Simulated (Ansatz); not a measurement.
# C10H21AgS: the cost of one run

Program: Ansatz 0.2.0, Gaussian basis. Level of theory: revPBE/def2-SVP. These are calculated values, not measurements.

5 further runs of the same task are left out: 5 that didn't finish. Runs told in other sessions of the task aren't counted.

### Step 1. The geometry

The geometry comes from an earlier relaxation with PBE-D4/def2-SVP; it is a stationary point, not always the lowest conformer. Ag takes the def2 core potential; no spin-orbit term is included.

SMILES `CCCCCCCCCC[S][Ag]`, 33 atoms, charge 0, spin multiplicity 1.

Atoms are counted from 1 here; the program's logs count them from 0.

Bond lengths: C1–C2 1.531 Å, C1–H13 1.109 Å, C1–H14 1.109 Å, C1–H15 1.111 Å, C2–C3 1.536 Å, C2–H16 1.113 Å, C2–H17 1.112 Å, C3–C4 1.532 Å, C3–H18 1.113 Å, C3–H19 1.114 Å, C4–C5 1.531 Å, C4–H20 1.113 Å, C4–H21 1.114 Å, C5–C6 1.531 Å, C5–H22 1.114 Å, C5–H23 1.114 Å, C6–C7 1.532 Å, C6–H24 1.113 Å and more. Angles: C2–C1–H13 111.5°, C2–C1–H14 112.1°, C2–C1–H15 111.2°, H13–C1–H14 107.1°, H13–C1–H15 107.4°, H14–C1–H15 107.3°, C1–C2–C3 114.6°, C1–C2–H16 109.5°, C1–C2–H17 109.1°, C3–C2–H16 109.0°, C3–C2–H17 108.7°, H16–C2–H17 105.6°, C2–C3–C4 114.9°, C2–C3–H18 108.9°, C2–C3–H19 109.2°, C4–C3–H18 108.7°, C4–C3–H19 109.1°, H18–C3–H19 105.5° and more.

### Step 2. The run

Contents of in.yaml:

```yaml
crystal:
  periodic: [false, false, false]
  atoms:
    - {symbol: C, position_ang: [-4.514215, 0.670107, 2.039277]}
    - {symbol: C, position_ang: [-4.356289, -0.552611, 1.131875]}
    - {symbol: C, position_ang: [-3.398132, -0.351131, -0.050996]}
    - {symbol: C, position_ang: [-1.935738, -0.111360, 0.338027]}
    - {symbol: C, position_ang: [-0.993726, 0.025804, -0.861052]}
    - {symbol: C, position_ang: [0.467610, 0.266809, -0.474060]}
    - {symbol: C, position_ang: [1.412880, 0.382754, -1.674442]}
    - {symbol: C, position_ang: [2.872098, 0.697780, -1.316664]}
    - {symbol: C, position_ang: [3.578402, -0.399695, -0.511802]}
    - {symbol: C, position_ang: [5.027150, -0.061174, -0.166509]}
    - {symbol: S, position_ang: [5.958839, -1.373645, 0.718728]}
    - {symbol: Ag, position_ang: [4.590274, -1.817806, 2.564472]}
    - {symbol: H, position_ang: [-5.251783, 0.483923, 2.846011]}
    - {symbol: H, position_ang: [-3.559538, 0.952966, 2.528366]}
    - {symbol: H, position_ang: [-4.864766, 1.553936, 1.465171]}
    - {symbol: H, position_ang: [-4.009321, -1.421272, 1.735847]}
    - {symbol: H, position_ang: [-5.353716, -0.843348, 0.736768]}
    - {symbol: H, position_ang: [-3.449192, -1.243687, -0.713275]}
    - {symbol: H, position_ang: [-3.755658, 0.502174, -0.672009]}
    - {symbol: H, position_ang: [-1.854368, 0.803348, 0.966303]}
    - {symbol: H, position_ang: [-1.587513, -0.949476, 0.984767]}
    - {symbol: H, position_ang: [-1.345291, 0.857918, -1.512744]}
    - {symbol: H, position_ang: [-1.061130, -0.891245, -1.489751]}
    - {symbol: H, position_ang: [0.801696, -0.558075, 0.193844]}
    - {symbol: H, position_ang: [0.538478, 1.194756, 0.138848]}
    - {symbol: H, position_ang: [1.030449, 1.175235, -2.354957]}
    - {symbol: H, position_ang: [1.374576, -0.561755, -2.263294]}
    - {symbol: H, position_ang: [2.911831, 1.654794, -0.747883]}
    - {symbol: H, position_ang: [3.442959, 0.880638, -2.253572]}
    - {symbol: H, position_ang: [3.034673, -0.588393, 0.443416]}
    - {symbol: H, position_ang: [3.550964, -1.362091, -1.068064]}
    - {symbol: H, position_ang: [5.614762, 0.091285, -1.099809]}
    - {symbol: H, position_ang: [5.082754, 0.892547, 0.399153]}
basis:
  gaussian: {orbitals: def2-SVP}
hamiltonian: {xc: {name: revPBE}}
md: {timestep: 1 fs, n_steps: 12, ensemble: nvt_langevin, temperature: 700, initial_velocities: maxwell_boltzmann, friction: 0.01, seed: 725}
scf: {omitted_lower_state_checks: [starts]}
```

The run is started by

```console
$ ansatz run in.yaml --threads 4 --pin off --events-out ev --progress --plain --max-ram 6963MiB
```

What time and memory should one allow on 4 threads of Arm Neoverse V2, shared host?

About 99 s, with a peak of 0.6 GiB.
